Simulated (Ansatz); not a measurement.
# NiS2: the cost of one run

Program: Ansatz 0.2.0. Level of theory: reference: DFT, HSE06, plane waves, PAW. These are calculated values, not measurements.

1 further run of the same task is left out (it didn't finish).

### Step 1. The structure to begin with

It takes space group Fm-3m (No. 225, cubic). The conventional cell has a = 5.679 Å, b = 5.679 Å, c = 5.679 Å, α = 90.00°, β = 90.00°, γ = 90.00°. Ni (site symmetry m-3m) is surrounded by 8 S at 2.46 Å. S (site symmetry -43m) has 4 Ni at 2.46 Å as nearest neighbours.

As a file:

```xyz
3
Lattice="0.0000 2.8397 2.8397 2.8397 0.0000 2.8397 2.8397 2.8397 0.0000" Properties=species:S:1:pos:R:3 pbc="T T T"
Ni    0.0000    0.0000    0.0000
S     1.4198    1.4198    1.4198
S     4.2595    4.2595    4.2595
```

### Step 2. Baseline

The input, input.yaml:

```yaml
crystal:
  lattice:
    - [0.0, 2.8396653299, 2.8396653299]
    - [2.8396653299, 0.0, 2.8396653299]
    - [2.8396653299, 2.8396653299, 0.0]
  atoms:
    - { symbol: Ni, position: [0.0, 0.0, 0.0] }
    - { symbol: S, position: [0.25, 0.25, 0.25] }
    - { symbol: S, position: [0.75, 0.75, 0.75] }
kpoints:
  mp_grid: { grid: [4, 4, 4] }
hamiltonian:
  xc: hse06
scf:
  occupations: { method: fermi_dirac, width: 0.02 }
  n_extra_bands: 4
output:
  forces: true
  stress: true
  eigenvalues: true
```

On the command line:

```bash
$ ansatz run input.yaml --threads 4 --pin off --max-ram 3686MiB --backend cpu --events-out ev --progress --plain --runs-dir out
```

What time and memory should one allow on 4 threads of Arm Neoverse N1, shared host?

About 11 s, with a peak of 0.69 GiB.
